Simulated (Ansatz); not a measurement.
**GaCNCl2 (SMILES N#[C][Ga]([Cl])[Cl]) at BHLYP/cc-pVDZ**

Aim: the energy change on altering one bond length of GaCNCl2 at BHLYP/cc-pVDZ, from 2 runs. 

The calculation is run with Ansatz 0.2.0.

74 further runs of the same task are left out: 1 that didn't finish, 73 set aside as unsound or not needed. Runs told in other sessions of the task aren't counted.

## (1) The system as given

GaCNCl2: 5 atoms, total charge 0, spin state singlet. As SMILES, `N#[C][Ga]([Cl])[Cl]`. The shape is that of a PBE0-D4/def2-TZVP optimisation.

Bond lengths: N1–C2 1.152 Å, C2–Ga3 1.918 Å, Ga3–Cl4 2.106 Å, Ga3–Cl5 2.106 Å. Angles: N1–C2–Ga3 180.0°, C2–Ga3–Cl4 119.8°, C2–Ga3–Cl5 119.8°, Cl4–Ga3–Cl5 120.5°.

## (2) The energy at BHLYP/cc-pVDZ

The input, run.yaml:

```yaml
crystal:
  periodic: [false, false, false]
  atoms:
    - symbol: "N"
      position_ang: [0.909600, -1.318100, 1.914000]
    - symbol: C
      position_ang: [0.493500, -0.715000, 1.025200]
    - symbol: Ga
      position_ang: [-0.199400, 0.288700, -0.455700]
    - symbol: Cl
      position_ang: [-1.735500, -0.526200, -1.643200]
    - symbol: Cl
      position_ang: [0.581700, 2.197000, -0.881800]
basis:
  gaussian: {orbitals: cc-pVDZ}
output: {orbitals: {seedname: orbitals}}
accuracy: high
hamiltonian: {xc: {name: BHLYP}}
```

Command:

```
$ ansatz run run.yaml --threads 1 --pin off --max-ram 3480MiB --events-out events.jsonl --progress --plain --runs-dir runs
```

Standard output:

```text
Warning: RAYON_NUM_THREADS=1 ignored (pool sized by the plan → 1); use --threads N
Functional definition: BHLYP
  name "BHLYP"
  parameter a = 0.5
  exchange = (1 - a)*b88_x + a*exact_x
  correlation = lyp_c
1994 factors; integrals over basis functions are off by at most 4.4e-9 eV
mean field evaluation 1: about -79946.5627 eV, gradient 3.7e1 eV
mean field evaluation 2: about -79943.7360 eV, gradient 5.2e1 eV
mean field evaluation 4: about -79949.9596 eV, gradient 1.9e0 eV
mean field evaluation 8: about -79950.2531 eV, gradient 2.8e-1 eV
mean field evaluation 16: about -79950.2533 eV, gradient 4.6e-5 eV
mean field -79950.25333116 eV, -2938.1176176922 hartree, gradient 1.5e-8 eV, S^2 0.000000; 0 other end points of the search recorded, 0 dependent functions left out
reference -79950.25335734 eV, -2938.1176186541 hartree; 39, 39 occupied and 52, 52 virtual orbitals, 1994 factors
Total energy: -79950.25335734 eV, -2938.1176186541 hartree
```

Wall time 11 s (1 thread of Intel Xeon Platinum 8375C at 2.90GHz (Ice Lake), shared host); peak memory 0.4 GiB.

## (3) The distorted shape at the same level

The input, in.yaml:

```yaml
crystal:
  periodic: [false, false, false]
  atoms:
    - {symbol: N, position_ang: [1.117458, -1.619193, 2.358245]}
    - {symbol: C, position_ang: [0.701358, -1.016093, 1.469445]}
    - {symbol: Ga, position_ang: [-0.199400, 0.288700, -0.455700]}
    - {symbol: Cl, position_ang: [-1.735500, -0.526200, -1.643200]}
    - {symbol: Cl, position_ang: [0.581700, 2.197000, -0.881800]}
basis:
  gaussian:
    orbitals: cc-pVDZ
hamiltonian:
  xc: {name: BHLYP}
accuracy: high
output: {orbitals: {seedname: orbitals}}
```

Command:

```
$ ansatz run in.yaml --threads 1 --pin off --max-ram 3480MiB --events-out events.jsonl --progress --plain --runs-dir runs
```

Standard output:

```text
Warning: RAYON_NUM_THREADS=1 ignored (pool sized by the plan → 1); use --threads N
[... 5 set-up lines as earlier in the session ...]
1965 factors; integrals over basis functions are off by at most 4.4e-9 eV
mean field evaluation 1: about -79943.8233 eV, gradient 4.2e1 eV
mean field evaluation 2: about -79933.0276 eV, gradient 7.8e1 eV
mean field evaluation 4: about -79948.4413 eV, gradient 5.3e0 eV
mean field evaluation 8: about -79948.8022 eV, gradient 8.8e-1 eV
mean field evaluation 16: about -79948.8046 eV, gradient 7.0e-5 eV
mean field -79948.80463470 eV, -2938.0643790791 hartree, gradient 4.2e-8 eV, S^2 0.000000; 0 other end points of the search recorded, 0 dependent functions left out
reference -79948.80466161 eV, -2938.0643800679 hartree; 39, 39 occupied and 52, 52 virtual orbitals, 1965 factors
Total energy: -79948.80466161 eV, -2938.0643800679 hartree
```

Wall time 11 s (1 thread of Intel Xeon Platinum 8375C at 2.90GHz (Ice Lake), shared host); peak memory 0.39 GiB.

## (4) Outcome

Level: BHLYP/cc-pVDZ.

| quantity | value |
| --- | --- |
| first shape: total energy | -2938.11762 Eh |
| first shape: HOMO energy | -11.01 eV |
| first shape: LUMO energy | -1.68 eV |
| first shape: HOMO–LUMO gap | 9.33 eV |
| distorted shape: total energy | -2938.06438 Eh |
| distorted shape: HOMO energy | -10.53 eV |
| distorted shape: LUMO energy | -2.64 eV |
| distorted shape: HOMO–LUMO gap | 7.89 eV |
| energy change with the C2–Ga3 bond stretched from 1.918 to 2.494 Å | 1.449 eV |

What this shows: With the C2–Ga3 bond stretched from 1.918 to 2.494 Å the energy rises by 1.45 eV (33 kcal/mol). The first shape isn't relaxed at this level, so the change isn't measured from a minimum.
